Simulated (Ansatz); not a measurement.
# FGaH2OS: the cost of one run

All numbers below are computed with Ansatz 0.2.0 (RKS r2SCAN/def2-SVP).

## Step 1: The system as given

Bond lengths: O1–S2 1.686 Å, S2–Ga3 2.256 Å, Ga3–F4 1.754 Å, O1–H5 0.965 Å, Ga3–H6 1.557 Å. Angles: O1–S2–Ga3 88.0°, S2–O1–H5 109.3°, S2–Ga3–F4 112.6°, S2–Ga3–H6 137.2°, F4–Ga3–H6 110.2°.

Coordinates:

```xyz
6

O     0.2740    1.2511   -1.0624
S    -0.3940   -0.2340   -1.4994
Ga    0.0537   -0.9625    0.5879
F     0.2119    0.3505    1.7402
H    -0.4162    1.9250   -1.0651
H     0.2707   -2.3302    1.2988
```

## Step 2: Relaxing end A

input.yaml reads:

```yaml
crystal:
  periodic: [false, false, false]
  atoms:
    - { symbol: O, position_ang: [0.27397, 1.2511, -1.06238] }
    - { symbol: S, position_ang: [-0.39402, -0.234, -1.49945] }
    - { symbol: Ga, position_ang: [0.0537, -0.96245, 0.58793] }
    - { symbol: F, position_ang: [0.21187, 0.35053, 1.74023] }
    - { symbol: H, position_ang: [-0.41623, 1.92503, -1.0651] }
    - { symbol: H, position_ang: [0.27071, -2.33022, 1.29877] }
basis:
  gaussian: { orbitals: def2-SVP }
hamiltonian:
  xc: r2scan
relax:
  f_tol: 0.02
  max_steps: 50
output:
  orbitals: {}
```

The run is started by

```sh
> ansatz run input.yaml --threads 2 --pin off --max-ram 3072MiB --backend cpu --events-out ev --progress --plain --runs-dir out
```

Q: Estimate wall time and peak memory on 2 threads of Arm Neoverse V1, shared host.

About 27 s, with a peak of 0.16 GiB.
